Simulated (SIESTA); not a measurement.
Set up this calculation in SIESTA 5.4.2, as the native input.

```
Task                : single point
Functional          : PBE
Potentials or basis : PseudoDojo 0.4 standard (PBE files)
Basis               : DZP (energy shift 0.003 Ry; two zetas on semicore shells)
Grid cutoff         : 500 Ry
Energy shift        : 0.003 Ry
k mesh              : 7 × 7 × 7
Occupations         : fermi-dirac, width 0.05 eV
Spin                : no spin polarisation
```

The system is Bi2Te3 (Tellurobismuthite).

```
CELL_PARAMETERS angstrom
2.19300 1.26613 10.16567
-2.19300 1.26613 10.16567
0.00000 -2.53226 10.16567
ATOMIC_POSITIONS crystal
Bi 0.60000 0.60000 0.60000
Bi 0.40000 0.40000 0.40000
Te 0.79050 0.79050 0.79050
Te 0.20950 0.20950 0.20950
Te 0.00000 0.00000 0.00000
```

One way to write it, as run:

Bi2Te3.fdf

```
SystemName                      Tellurobismuthite
SystemLabel                     Bi2Te3
NumberOfSpecies                 2
NumberOfAtoms                   5
%block ChemicalSpeciesLabel
  1  83 Bi
  2  52 Te
%endblock ChemicalSpeciesLabel

LatticeConstant                 1.0 Ang
%block LatticeVectors
     2.1930000000     1.2661291403    10.1656666667
    -2.1930000000     1.2661291403    10.1656666667
     0.0000000000    -2.5322582807    10.1656666667
%endblock LatticeVectors
AtomicCoordinatesFormat         Fractional
%block AtomicCoordinatesAndAtomicSpecies
     0.6000000000     0.6000000000     0.6000000000  1  Bi
     0.4000000000     0.4000000000     0.4000000000  1  Bi
     0.7905000000     0.7905000000     0.7905000000  2  Te
     0.2095000000     0.2095000000     0.2095000000  2  Te
     0.0000000000     0.0000000000     0.0000000000  2  Te
%endblock AtomicCoordinatesAndAtomicSpecies

%block kgrid.MonkhorstPack
    7   0   0  0.0
    0   7   0  0.0
    0   0   7  0.0
%endblock kgrid.MonkhorstPack
XC.Functional                   GGA
XC.Authors                      PBE
PAO.BasisSize                   DZP
PAO.EnergyShift                 0.003 Ry
Mesh.Cutoff                     500 Ry
OccupationFunction              FD
ElectronicTemperature           0.05 eV
MaxSCFIterations                120
SCF.MustConverge                false
SCF.Mixer.Method                Pulay
SCF.Mixer.Weight                0.25
SCF.Mixer.History               8
SCF.DM.Tolerance                5.0e-05
SCF.H.Tolerance                 1.0e-03 eV
WriteForces                     true
Charge.Mulliken                 end
Charge.Hirshfeld                end
Charge.Voronoi                  end
SaveRho                         true
SaveElectrostaticPotential      true
%block PAO.Basis
  Bi 4
  n=6 0 2
    5.784 0.000
  n=6 1 2
    8.130 0.000
  n=5 2 2
    3.882 0.000
  n=6 2 1
    8.130
  Te 4
  n=5 0 2
    5.635 0.000
  n=5 1 2
    7.297 0.000
  n=4 2 2
    3.260 0.000
  n=5 2 1
    7.297
%endblock PAO.Basis
```

Potentials or basis: PseudoDojo 0.4 standard (PBE files), DZP (energy shift 0.003 Ry; two zetas on semicore shells).

Launch:

```console
$ siesta < Bi2Te3.fdf > Bi2Te3.out 2>&1
```

It gave:

* Pressure: 2.7 GPa
* Largest force: 0.177 eV/Å
* Band gap on the k mesh: 0.27 eV, direct
* Hirshfeld charges: Bi +0.17; Te -0.09, -0.16 e
* Voronoi charges: Bi +0.22; Te -0.12, -0.21 e

Caveat: Mulliken charges of long-ranged orbitals can have an unphysical sign; spin-orbit coupling is left out, which as a rule narrows the gap of such compounds by several tenths of an eV; an odd mesh through Γ misses points on the zone boundary, where band edges often lie; the basis of atomic orbitals isn't converged, which shifts pressures, moduli and gaps.

Run time: 6.6 min on 1 thread of Arm Neoverse V2 (shared host), peak memory 1.8 GiB.
